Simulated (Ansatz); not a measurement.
## GeH4P (charge -1), SMILES [PH2][GeH2-]: a saddle search for pyramidal inversion

Run with Ansatz's Python interface.

`run_ts.py`:
```python
import ansatz as az
import numpy as np

GEOMETRY = """
P    -1.20460   -0.26820    0.60800
Ge    1.03870    0.11380    0.40130
H    -1.56050    1.11710    0.35350
H    -1.35880   -0.67640   -0.77760
H     1.78370   -1.24080    0.28890
H     1.30140    0.95450   -0.87410
"""

mol = az.Crystal.molecule()
for line in GEOMETRY.strip().splitlines():
    symbol, *xyz = line.split()
    mol = mol.atom(symbol, [float(v) for v in xyz])

model = mol.calculation().basis(gaussian="def2-SVP").functional("hf").charge(-1)
symbols = [site.symbol for site in mol.cartesian_sites]
start = np.array([site.position_ang for site in mol.cartesian_sites], dtype=float)
r = model.relax(force_tolerance=0.005).run(threads=1).report
end = np.array(r["positions_ang"])

a, b, d = end[[1, 2, 3]]
normal = np.cross(b - a, d - a)
normal /= np.linalg.norm(normal)
flat = end.copy()
flat[0] -= 0.8 * ((end[0] - a) @ normal) * normal
guess = np.zeros_like(flat)
guess[0] = normal
near = az.Crystal.molecule()
for symbol, place in zip(symbols, flat):
    near = near.atom(symbol, place.tolist())
search = (
    near.calculation()
    .basis(gaussian="def2-SVP")
    .functional("hf")
    .charge(-1)
    .saddle(mode_guess=guess.tolist(), force_tolerance=0.01, max_steps=40)
)
steps = []
top = search.session().plan().execute(on_event=lambda e: steps.append(e["data"]) if e["event"] == "saddle_step" else None).report
for s in steps:
    print(f"step {s['step']:2d}  E = {s['lagrangian_ev']:.5f} eV  force {s['allowed_force_max_ev_ang']:.4f} eV/A  curvature {s['curvature_ev_ang2']:.3f} eV/A^2")
print(f"minimum {r['free_energy_ev']:.5f} eV, saddle {top['free_energy_ev']:.5f} eV")
print(f"electronic barrier {96.485332 * (top['free_energy_ev'] - r['free_energy_ev']):.2f} kJ/mol")
saddle = np.array(top["positions_ang"])
print("final positions (A) and the move of each atom")
for symbol, xyz, old in zip(symbols, saddle, end):
    print(f"{symbol:2s} {xyz[0]:10.5f} {xyz[1]:10.5f} {xyz[2]:10.5f}   {np.linalg.norm(xyz - old):7.4f}")
```

```console
$ python run_ts.py
step  1  E = -65795.80293 eV  force 7.5492 eV/A  curvature -30.359 eV/A^2
step  2  E = -65797.14059 eV  force 3.8167 eV/A  curvature -18.609 eV/A^2
step  3  E = -65797.59856 eV  force 0.7640 eV/A  curvature -11.865 eV/A^2
step  4  E = -65797.65931 eV  force 0.1634 eV/A  curvature -9.938 eV/A^2
step  5  E = -65797.66302 eV  force 0.0815 eV/A  curvature -9.777 eV/A^2
step  6  E = -65797.66496 eV  force 0.0573 eV/A  curvature -9.547 eV/A^2
step  7  E = -65797.66547 eV  force 0.0449 eV/A  curvature -9.519 eV/A^2
step  8  E = -65797.66614 eV  force 0.0293 eV/A  curvature -9.548 eV/A^2
step  9  E = -65797.66658 eV  force 0.0227 eV/A  curvature -9.578 eV/A^2
step 10  E = -65797.66659 eV  force 0.0262 eV/A  curvature -9.620 eV/A^2
step 11  E = -65797.66671 eV  force 0.0063 eV/A  curvature -9.612 eV/A^2
minimum -65798.58299 eV, saddle -65797.66671 eV
electronic barrier 88.41 kJ/mol
final positions (A) and the move of each atom
P    -1.02293    0.17991   -0.02588    0.7321
Ge    1.34337    0.40961    0.44511    0.1825
H    -1.98662    0.85970    0.72996    0.3759
H    -1.77867   -0.54021   -0.96726    0.3674
H     1.71676   -1.14389    0.42000    0.1168
H     1.83469    0.66495   -1.05405    0.4807
```

Notes:
- These settings explore the input space; basis and method may be short of convergence.
- The energies are electronic: no zero-point or thermal terms, and the basis set is short of its limit. No separate frequency run checks the order of the saddle point.
- Anions want diffuse functions, which this basis lacks.
- Wall time of the script: 2.2 min on 1 thread of Intel(R) Xeon(R) Platinum 8259CL CPU @ 2.50GHz (Skylake/Cascade Lake), with other jobs on the host, peak memory 0.21 GiB.

(Lines on the test bed's own set-up are left out of the output.)
